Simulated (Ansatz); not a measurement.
Run this with the Python package of Ansatz (0.2.0) and show what comes out.

`methods_ge2h6s.py`
```python
"""One geometry of Ge2H6S, method by method."""

import warnings

import ansatz as az

warnings.simplefilter("ignore", az.DeckWarning)

geometry_ang = [
    ("Ge", [-0.7414, 0.6922, -1.1748]),
    ("S", [1.3285, 0.7071, -0.532]),
    ("Ge", [0.8544, -0.6878, 1.1216]),
    ("H", [-1.1593, -0.6884, -1.5691]),
    ("H", [-0.9345, 1.6572, -2.4376]),
    ("H", [-1.6815, 1.2826, -0.0356]),
    ("H", [0.3311, -2.0049, 0.5676]),
    ("H", [2.231, -0.9802, 1.9058]),
    ("H", [-0.1396, -0.0242, 2.137]),
]
ge2h6s = az.Crystal.molecule()
for symbol, xyz in geometry_ang:
    ge2h6s = ge2h6s.atom(symbol, xyz)

job = ge2h6s.calculation().basis(gaussian="def2-SVP")

methods = ["mp2", "ccsd", "ccsd_t"]
batch = az.Session.batch([job.correlation(m).input() for m in methods])
reports = sorted(batch.plan().execute().molecular_reports, key=lambda each: each["member"])
print(f"Hartree-Fock reference {reports[0]['reference_energy_ev'] / 27.211386246:.6f} Ha")
best = reports[-1]["free_energy_ev"] - reports[-1]["reference_energy_ev"]
for method, each in zip(methods, reports):
    gained = each["free_energy_ev"] - each["reference_energy_ev"]
    print(f"{method:8s} total {each['free_energy_ev'] / 27.211386246:.6f} Ha  correlation {gained:9.4f} eV  ({100 * gained / best:.1f} % of the last)")
```

Output of `python methods_ge2h6s.py`:
```text
Hartree-Fock reference -4551.124310 Ha
mp2      total -4551.729302 Ha  correlation  -16.4627 eV  (92.3 % of the last)
ccsd     total -4551.761380 Ha  correlation  -17.3356 eV  (97.1 % of the last)
ccsd_t   total -4551.780093 Ha  correlation  -17.8448 eV  (100.0 % of the last)
```

What to keep in mind:
- Total energies depend on the basis set; only differences at equal settings carry meaning.
- The geometry is a force-field or estimated start, not a minimum of this method, and the basis set is short of its limit. A lower total doesn't mark the better method: functionals have no common bound, and MP2 and coupled cluster aren't variational.
- Inner cores stay frozen; a filled d shell under the valence of the heavier atoms is correlated with it.
